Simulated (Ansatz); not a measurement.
# MnIr: the cost of one run

Program: Ansatz 0.2.0. Level of theory: DFT PBEsol, scalar-relativistic, plane waves, PAW. These are calculated values, not measurements.

1 further run of the same task is left out (it didn't finish).

### Step 1. Starting point

Symmetry: R-3m, No. 166, trigonal system. Conventional cell: a = 2.649 Å, b = 2.649 Å, c = 12.720 Å, α = 90.00°, β = 90.00°, γ = 120.00°. Mn (site symmetry -3m) has 6 Ir at 2.61 Å and 6 Mn at 2.65 Å as nearest neighbours. Ir (site symmetry -3m) has 6 Mn at 2.61 Å and 6 Ir at 2.65 Å as nearest neighbours.

Coordinates:

```cif
data_structure
_symmetry_space_group_name_H-M 'R-3m:H'
_symmetry_Int_Tables_number 166
_cell_length_a 2.6492
_cell_length_b 2.6492
_cell_length_c 12.7196
_cell_angle_alpha 90.000
_cell_angle_beta 90.000
_cell_angle_gamma 120.000
_cell_volume 77.31
loop_
_atom_site_label
_atom_site_type_symbol
_atom_site_symmetry_multiplicity
_atom_site_Wyckoff_symbol
_atom_site_fract_x
_atom_site_fract_y
_atom_site_fract_z
_atom_site_occupancy
Mn1 Mn 3 b 0.66667 0.33333 0.83333 1
Ir1 Ir 3 a 0.00000 0.00000 0.00000 1
```

It goes back to an entry of the Materials Project, which need not be the stable form.

No relaxation comes first: the listed cell is the starting point.

### Step 2. The undisturbed cell

input.yaml

```yaml
crystal:
  lattice:
    - [1.3245967099, 0.764756267, 4.2398614195]
    - [-1.3245967099, 0.764756267, 4.2398614195]
    - [0.0, -1.5295125341, 4.2398614195]
  atoms:
    - { symbol: Mn, position: [0.5, 0.5, 0.5], spin: 1.25 }
    - { symbol: Ir, position: [0.0, 0.0, 0.0], spin: -0.16 }
basis:
  ecutwfc: 420
kpoints:
  mp_grid: { grid: [24, 24, 24] }
hamiltonian:
  xc: pbesol
scf:
  occupations: { method: gaussian, width: 0.15 }
output:
  forces: true
  stress: true
  eigenvalues: true
  populations: true
magnetization:
  spin_polarized: true
```

On the command line:

```
$ ansatz run input.yaml --threads 1 --pin off --max-ram 2560MiB --backend cpu --events-out ev --progress --plain --runs-dir out
```

**Question.** How long does this run take on 1 thread of AMD EPYC 7R43 (Zen 3), shared host, and how much memory does it need?

About 98 s, with a peak of 1.3 GiB.
